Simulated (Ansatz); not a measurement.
# BePd: how the settings move a single-point run

How sensitive is a single-point run of BePd to its settings? A reference run comes first, then one run with altered input.

Method: reference: DFT, LDA, all-electron LAPW, scalar-relativistic; levels and slopes on a fine mesh, independent-particle optical spectra, in Ansatz 0.2.0.

## 1. The system as given

Symmetry: Pm-3m, No. 221, cubic system. Conventional cell: a = 2.773 Å, b = 2.773 Å, c = 2.773 Å, α = 90.00°, β = 90.00°, γ = 90.00°. Be (site symmetry m-3m) has 8 Pd at 2.40 Å as nearest neighbours. Around Pd (site symmetry m-3m) lie 8 Be at 2.40 Å.

As a file:

```
Be Pd
1.0
     2.77283    0.00000    0.00000
     0.00000    2.77283    0.00000
     0.00000    0.00000    2.77283
Be Pd
1 1
Direct
  0.00000 0.00000 0.00000
  0.50000 0.50000 0.50000
```

## 2. Baseline

input.yaml reads:

```yaml
crystal:
  lattice:
    - [2.77283344168, 0.0, 0.0]
    - [0.0, 2.77283344168, 0.0]
    - [0.0, 0.0, 2.77283344168]
  atoms:
    - { symbol: Be, position: [0.0, 0.0, 0.0] }
    - { symbol: Pd, position: [0.5, 0.5, 0.5] }
kpoints:
  mp_grid: { grid: [14, 14, 14] }
scf:
  occupations: { method: fermi_dirac, width: 0.08 }
hamiltonian:
  xc: lda
  pseudopotentials: { kind: all_electron, lapw: { basis_error: 0.001 } }
output:
  forces: true
  stress: true
  eigenvalues: true
  eigenstates:
    nscf_kmesh: { grid: [20, 20, 20] }
    de_dk: true
    e_range: [-14, 14]
  optics:
    e_range: [0, 20]
    de: 0.2
    sigma: 0.1
    bands: { spectra_wanted_up_to: 20 }
    nscf_kmesh: { grid: [20, 20, 20] }
    drude_damping: 0.03
checkpoint:
  write: ck
  write_wavefunctions: false
```

Launch:

```
> ansatz run input.yaml --threads 1 --pin off --max-ram 3072MiB --backend cpu --events-out ev --progress --plain --runs-dir out
```

## 3. Changing settings: occupations.method tetrahedron_uncorrected, width left out

input.yaml, as its differences from that of step 2:

```diff
@@ -11,3 +11,3 @@
 scf:
-  occupations: { method: fermi_dirac, width: 0.08 }
+  occupations: { method: tetrahedron_uncorrected }
 hamiltonian:
```

What does the calculation give? Wanted: for each run, ending; energy change; pressure; gap; force.

**Answer**, as computed:

| run | ending | energy change | pressure (GPa) | gap (eV) | force (eV/Å) | cycles | time |
| --- | --- | --- | --- | --- | --- | --- | --- |
| reference | converged | 0 | 0.0 | 0.00 | 0.00 | - | 94 s |
| 1: occupations.method tetrahedron_uncorrected, width left out | converged | +20.2 meV/atom (σ→0) | 0.0 | 0.00 | 0.00 | 9 | 94 s |

Residual by cycle in the longest SCF loop of each run; runs are numbered as in the table. The quantity is the density residual dr2, in eV.

| cycle | reference | run 1 |
| --- | --- | --- |
| 1 | 2.88 | 2.89 |
| 2 | 0.271 | 0.262 |
| 3 | 0.0103 | 0.0105 |
| 4 | 0.00106 | 0.00109 |
| 5 | 1.5e-4 | 1.5e-4 |
| 6 | 1.5e-5 | 1.5e-5 |
| 7 | 6.1e-8 | 4.4e-8 |
| 8 | 7.8e-10 | 5.3e-10 |
| 9 | 4.0e-12 | 4.3e-12 |

Changing the smearing moves the energy by +20.2 meV/atom (σ→0 values).
